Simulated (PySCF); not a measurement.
# C5H2F4: magnetic properties

What do calculations give for the magnetic properties of C5H2F4 (`F/C=C/C#CC(F)(F)F`)?

Programs: PySCF 2.14.0, with routines of our own; each step states its level. All values are computed. Atoms count from 0.

## 1. The starting structure

11 atoms, charge 0, multiplicity 1; geometry from: GFN2-xTB.

## 2. Magnetic properties: GIAO B3LYP/pcSseg-1

Job settings and geometry (Å):

```
{"job": {"kind": "mag", "xc": "B3LYP", "basis": "pcSseg-1", "isotopologues": 0}, "charge": 0, "multiplicity": 1}
F      3.784563     0.069977    -0.013961
C      2.492754     0.267172    -0.262386
C      1.555554    -0.428006     0.374493
C      0.187486    -0.233708     0.137124
C     -0.995815    -0.092836    -0.034173
C     -2.418680     0.092944    -0.261342
F     -2.966336     0.943710     0.622159
F     -3.101803    -1.058175    -0.163047
F     -2.671776     0.590327    -1.482995
H      2.319643     1.027155    -1.011124
H      1.819835    -1.175891     1.109208
```

Level: GIAO B3LYP/pcSseg-1 magnetisability, rotational g tensor and spin-rotation constants, non-relativistic, gas phase.

The run is started by

```
> OMP_NUM_THREADS=1 python excited_run.py task.json out
```

The driver reads the jobs from task.json and runs them one after another.

The program printed:

```text
coarse grid: 11016 points
cycle   1  E = -590.7062950459  dE =  1.592e+00  |g| = 1.038e+00  |ddm| = 3.531e+00
cycle   2  E = -590.4743341115  dE =  2.320e-01  |g| = 1.630e+00  |ddm| = 2.139e+00
cycle   3  E = -590.8810696311  dE = -4.067e-01  |g| = 1.600e-01  |ddm| = 1.267e+00
cycle   4  E = -590.8834355446  dE = -2.366e-03  |g| = 1.239e-01  |ddm| = 1.918e-01
cycle   5  E = -590.8870832338  dE = -3.648e-03  |g| = 2.403e-02  |ddm| = 9.001e-02
cycle   6  E = -590.8872154515  dE = -1.322e-04  |g| = 4.849e-03  |ddm| = 2.292e-02
cycle   7  E = -590.8872191145  dE = -3.663e-06  |g| = 2.071e-03  |ddm| = 4.362e-03
final grid: 113200 points
cycle   8  E = -590.9732515260  dE = -3.455e-05  |g| = 7.995e-03  |ddm| = 3.153e-02
cycle   9  E = -590.9732369628  dE =  1.456e-05  |g| = 1.259e-02  |ddm| = 1.536e-02
cycle  10  E = -590.9732617950  dE = -2.483e-05  |g| = 5.879e-04  |ddm| = 1.018e-02
cycle  11  E = -590.9732618257  dE = -3.072e-08  |g| = 4.165e-04  |ddm| = 7.581e-04
cycle  12  E = -590.9732618565  dE = -3.082e-08  |g| = 1.591e-04  |ddm| = 3.628e-04
cycle  13  E = -590.9732618627  dE = -6.143e-09  |g| = 3.516e-05  |ddm| = 1.237e-04
cycle  14  E = -590.9732618629  dE = -2.162e-10  |g| = 1.069e-05  |ddm| = 3.107e-05
converged SCF energy = -590.9732618629

Magnetisability tensor (1e-30 J/T^2)
    -1080.65       -0.20        0.49
       -0.20    -1011.61      -50.76
        0.49      -50.76    -1014.54
isotropic -1035.60   principal values   -1080.66  -1063.85   -962.29
isotropic susceptibility -62.365 1e-6 cm^3/mol

Inertial axes            a          b          c
rot. const./GHz      5.0009     0.5305     0.5234
chi total           -65.058    -57.971    -64.067
chi diamagnetic    -299.760  -2062.280  -2095.841
chi paramagnetic    234.703   2004.309   2031.774
quadrupole/D A       -5.225      5.773     -0.548
g nuclear            0.5040     0.4911     0.4937
g electronic        -0.5514    -0.4995    -0.4996
g total             -0.0474    -0.0084    -0.0059

Spin-rotation constants (kHz, H = +C I.J)
atom  isotope        aa         bb         cc
  0    19F        7.699      0.932      0.203
  6    19F        7.813      0.771      0.609
  7    19F        7.256      0.726      0.691
  8    19F        8.414      0.578      0.721
  9     1H       -0.469      0.051     -0.058
 10     1H       -0.454      0.036     -0.061
  1    13C*       2.401      0.225      0.137
  2    13C*       1.863      0.156      0.075
  3    13C*       0.260      0.192      0.181
  4    13C*       0.518      0.168      0.183
  5    13C*       1.610      0.160      0.156
* in the singly substituted isotopologue
```

Wall time 15 s (1 thread of AMD EPYC 9R14, shared host); peak memory 0.8 GiB.

Key values:

```
              quantity                      value
       magnetisability           -1036·10⁻³⁰ J/T²
  molar susceptibility         -62.4·10⁻⁶ cm³/mol
rotational g (a, b, c)  -0.0474, -0.0084, -0.0059
```

## 3. Magnetic properties: GIAO B97-2/6-31++G** in chloroform

The job, as its differences from that of step 2:

```diff
@@ -1,2 +1,2 @@
-{"job": {"kind": "mag", "xc": "B3LYP", "basis": "pcSseg-1", "isotopologues": 0}, "charge": 0, "multiplicity": 1}
+{"job": {"kind": "mag", "xc": "B97-2", "basis": "6-31++G**", "solvent": "chloroform"}, "charge": 0, "multiplicity": 1}
 F      3.784563     0.069977    -0.013961
```

Method: GIAO B97-2/6-31++G** magnetisability, non-relativistic, IEF-PCM chloroform.

The program printed:

```text
coarse grid: 11016 points
cycle   1  E = -590.7094494523  dE =  1.625e+00  |g| = 9.426e-01  |ddm| = 7.167e+02
cycle   2  E = -590.5382518868  dE =  1.712e-01  |g| = 1.405e+00  |ddm| = 7.671e+00
cycle   3  E = -590.8664707775  dE = -3.282e-01  |g| = 1.425e-01  |ddm| = 3.683e+00
cycle   4  E = -590.8695763086  dE = -3.106e-03  |g| = 8.624e-02  |ddm| = 4.773e-01
cycle   5  E = -590.8713994136  dE = -1.823e-03  |g| = 1.733e-02  |ddm| = 1.572e-01
cycle   6  E = -590.8714687426  dE = -6.933e-05  |g| = 3.672e-03  |ddm| = 6.337e-02
cycle   7  E = -590.8714708366  dE = -2.094e-06  |g| = 1.478e-03  |ddm| = 1.299e-02
final grid: 113200 points
cycle   8  E = -590.8533356800  dE = -4.009e-05  |g| = 6.068e-03  |ddm| = 2.127e-01
cycle   9  E = -590.8533320203  dE =  3.660e-06  |g| = 7.745e-03  |ddm| = 1.634e-02
cycle  10  E = -590.8533412986  dE = -9.278e-06  |g| = 6.743e-04  |ddm| = 7.328e-03
cycle  11  E = -590.8533413871  dE = -8.844e-08  |g| = 2.466e-04  |ddm| = 1.749e-03
cycle  12  E = -590.8533413980  dE = -1.096e-08  |g| = 1.344e-04  |ddm| = 5.433e-04
cycle  13  E = -590.8533414023  dE = -4.297e-09  |g| = 3.594e-05  |ddm| = 2.805e-04
cycle  14  E = -590.8533414026  dE = -2.892e-10  |g| = 7.926e-06  |ddm| = 9.680e-05
converged SCF energy = -590.8533414026

Magnetisability tensor (1e-30 J/T^2)
    -1061.95       -2.92        4.00
       -2.92    -1011.35      -55.78
        4.00      -55.78    -1013.64
isotropic -1028.98   principal values   -1068.39  -1062.07   -956.48
isotropic susceptibility -61.967 1e-6 cm^3/mol

Inertial axes            a          b          c
rot. const./GHz      5.0009     0.5305     0.5234
chi total           -63.906    -57.658    -64.335
chi diamagnetic    -298.912  -2062.481  -2095.530
chi paramagnetic    235.006   2004.823   2031.195
quadrupole/D A       -6.124      6.658     -0.534
```

It took 18 s on 1 thread of AMD EPYC 9R14, shared host; peak memory 0.82 GiB.

In short:

```
            quantity               value
     magnetisability    -1029·10⁻³⁰ J/T²
molar susceptibility  -62.0·10⁻⁶ cm³/mol
```

## 4. Outcome

```
                                            quantity                      value
       magnetisability (step 2, GIAO B3LYP/pcSseg-1)           -1036·10⁻³⁰ J/T²
  molar susceptibility (step 2, GIAO B3LYP/pcSseg-1)         -62.4·10⁻⁶ cm³/mol
rotational g (a, b, c) (step 2, GIAO B3LYP/pcSseg-1)  -0.0474, -0.0084, -0.0059
```

In words: The values above hold for this geometry and these levels alone. Vibrational averaging and real surroundings are missing from these values.
